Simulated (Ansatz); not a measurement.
# C₃H₁₁BSi: small, medium and large basis sets

Aim: see how fast density functionals converge with the basis set for C₃H₁₁BSi.

Program: Ansatz 0.2.0, Gaussian basis. Level of theory: one geometry, several basis sets. These are calculated values, not measurements.

Plan: PBE0-D4/def2-SVP; ωB97M-V/def2-SVP; PBE0-D4/def2-QZVPP; ωB97M-V/def2-QZVPP; the functionals' def2-TZVPP values are taken from earlier runs.

## (1) Structure used throughout

All runs share one geometry, relaxed beforehand with PBE0-D4 in a triple-zeta def2 set.

16 atoms, charge 0, spin multiplicity 1.

Atoms are counted from 1 here; the program's logs count them from 0.

Bond lengths: C1–B2 1.558 Å, C1–H6 1.093 Å, C1–H7 1.093 Å, C1–H8 1.102 Å, B2–C3 1.559 Å, B2–H9 1.204 Å, C3–C4 1.553 Å, C3–H10 1.093 Å, C3–H11 1.094 Å, C4–Si5 1.876 Å, C4–H12 1.096 Å, C4–H13 1.096 Å, Si5–H14 1.488 Å, Si5–H15 1.488 Å, Si5–H16 1.489 Å. Angles: B2–C1–H6 113.8°, B2–C1–H7 115.0°, B2–C1–H8 105.6°, H6–C1–H7 109.7°, H6–C1–H8 105.1°, H7–C1–H8 106.8°, C1–B2–C3 122.9°, C1–B2–H9 118.9°, C3–B2–H9 118.1°, B2–C3–C4 101.7°, B2–C3–H10 114.1°, B2–C3–H11 113.9°, C4–C3–H10 109.2°, C4–C3–H11 109.3°, H10–C3–H11 108.3°, C3–C4–Si5 111.8°, C3–C4–H12 110.8°, C3–C4–H13 110.9° and more.

As a file:

```
C    -1.64872    0.17070   -1.95511
B    -0.41732   -0.61527   -1.41389
C    -0.14164   -0.81166    0.10794
C     0.78243    0.39664    0.41945
Si    1.31063    0.42423    2.21979
H    -1.41947    0.81797   -2.80556
H    -2.20354    0.73488   -1.20137
H    -2.33660   -0.59219   -2.35283
H     0.39413   -1.03801   -2.19660
H     0.38497   -1.73846    0.35055
H    -1.03846   -0.75173    0.73236
H     1.68238    0.36977   -0.20589
H     0.27780    1.34280    0.19207
H     2.04393   -0.82847    2.54768
H     0.11047    0.51039    3.09562
H     2.19612    1.58593    2.50980
```

## (2) PBE0-D4 in def2-SVP

Input file in.yaml:

```yaml
crystal:
  periodic: [false, false, false]
  atoms:
    - {symbol: C, position_ang: [-1.648723, 0.170702, -1.955110]}
    - {symbol: B, position_ang: [-0.417323, -0.615273, -1.413885]}
    - {symbol: C, position_ang: [-0.141644, -0.811665, 0.107935]}
    - {symbol: C, position_ang: [0.782428, 0.396643, 0.419446]}
    - {symbol: Si, position_ang: [1.310633, 0.424226, 2.219787]}
    - {symbol: H, position_ang: [-1.419467, 0.817968, -2.805563]}
    - {symbol: H, position_ang: [-2.203541, 0.734881, -1.201372]}
    - {symbol: H, position_ang: [-2.336600, -0.592191, -2.352831]}
    - {symbol: H, position_ang: [0.394129, -1.038015, -2.196602]}
    - {symbol: H, position_ang: [0.384969, -1.738464, 0.350548]}
    - {symbol: H, position_ang: [-1.038458, -0.751730, 0.732361]}
    - {symbol: H, position_ang: [1.682381, 0.369774, -0.205889]}
    - {symbol: H, position_ang: [0.277798, 1.342802, 0.192071]}
    - {symbol: H, position_ang: [2.043925, -0.828472, 2.547685]}
    - {symbol: H, position_ang: [0.110469, 0.510390, 3.095620]}
    - {symbol: H, position_ang: [2.196123, 1.585926, 2.509800]}
basis:
  gaussian: {orbitals: def2-SVP}
hamiltonian: {xc: pbe0, dispersion: d4}
output: {orbitals: {seedname: orbitals}}
```

Command:

```sh
$ ansatz run in.yaml --threads 4 --pin off --events-out ev --progress --plain --max-ram 10444MiB
```

Further steps of the session: ωB97M-V in def2-SVP; PBE0-D4 in def2-QZVPP; ωB97M-V in def2-QZVPP.

Before running them: what should the planned runs give, taken together? Wanted: PBE0-D4: double and triple zeta above quadruple; ωB97M-V: double and triple zeta above quadruple.

**Answer**, as computed:

| quantity | value |
| --- | --- |
| PBE0-D4: double and triple zeta above quadruple | 7.52, 0.51 eV |
| ωB97M-V: double and triple zeta above quadruple | 7.84, 0.48 eV |

**Reading.** PBE0-D4 gains 7.02 eV from double to triple zeta, then 0.51 eV more. Total energies overstate the basis error of differences, where much of it tends to cancel.
